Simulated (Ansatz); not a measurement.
**Cl₃GeH₃OSi: how energies converge with the basis set**

The task here is to estimate one member of a computed series from the others.

Method: one geometry, several basis sets; program: Ansatz 0.2.0, Gaussian basis.

Levels to be run: PBE0-D4/def2-SVP; ωB97M-V/def2-SVP; PBE0-D4/def2-QZVPP; ωB97M-V/def2-QZVPP; the functionals' def2-TZVPP values are taken from earlier runs.

**The geometry**

All runs share one geometry, relaxed beforehand with PBE0-D4 in a triple-zeta def2 set.

SMILES `[SiH3][O][Ge]([Cl])([Cl])[Cl]`, 9 atoms, charge 0, spin multiplicity 1.

Atoms are counted from 1 here; the program's logs count them from 0.

Bond lengths: Si1–O2 1.654 Å, Si1–H7 1.481 Å, Si1–H8 1.484 Å, Si1–H9 1.484 Å, O2–Ge3 1.732 Å, Ge3–Cl4 2.121 Å, Ge3–Cl5 2.111 Å, Ge3–Cl6 2.121 Å. Angles: O2–Si1–H7 106.5°, O2–Si1–H8 110.0°, O2–Si1–H9 110.0°, H7–Si1–H8 110.4°, H7–Si1–H9 110.4°, H8–Si1–H9 109.4°, Si1–O2–Ge3 136.4°, O2–Ge3–Cl4 109.9°, O2–Ge3–Cl5 107.6°, O2–Ge3–Cl6 109.9°, Cl4–Ge3–Cl5 110.1°, Cl4–Ge3–Cl6 109.1°, Cl5–Ge3–Cl6 110.1°.

Set-up of the first run:

in.yaml

```yaml
crystal:
  periodic: [false, false, false]
  atoms:
    - {symbol: Si, position_ang: [0.190068, -1.458611, 0.726846]}
    - {symbol: O, position_ang: [0.626528, -0.215542, -0.272764]}
    - {symbol: Ge, position_ang: [-0.040865, 1.314657, -0.735497]}
    - {symbol: Cl, position_ang: [-1.946255, 1.033154, -1.622769]}
    - {symbol: Cl, position_ang: [1.282708, 2.196649, -2.122850]}
    - {symbol: Cl, position_ang: [-0.245358, 2.558920, 0.969392]}
    - {symbol: H, position_ang: [1.254145, -2.482067, 0.615923]}
    - {symbol: H, position_ang: [-1.115516, -2.020711, 0.299159]}
    - {symbol: H, position_ang: [0.083043, -0.972749, 2.125359]}
basis:
  gaussian: {orbitals: def2-SVP}
hamiltonian: {xc: pbe0, dispersion: d4}
output: {orbitals: {seedname: orbitals}}
```

Launch:

```
ansatz run in.yaml --threads 4 --pin off --events-out ev --progress --plain --max-ram 11315MiB
```

Among the steps run: PBE0-D4 in def2-SVP; ωB97M-V in def2-SVP; PBE0-D4 in def2-QZVPP; ωB97M-V in def2-QZVPP.

One of the session's tables, all rows but one given; the rest of the session is left out.

It belongs to the step «Density functionals: the series». 

```
functional       basis  HOMO (eV)
   PBE0-D4    def2-SVP      -9.25
   PBE0-D4  def2-TZVPP      -9.31
   PBE0-D4  def2-QZVPP      -9.33
   ωB97M-V    def2-SVP          ?
   ωB97M-V  def2-TZVPP     -11.61
   ωB97M-V  def2-QZVPP     -11.63
```

Q: Estimate the row for ωB97M-V, def2-SVP from the others.

**Answer.** HOMO (eV): -11.49. In the column «HOMO (eV)» it lies between ωB97M-V, def2-TZVPP (-11.61) and PBE0-D4, def2-QZVPP (-9.33).
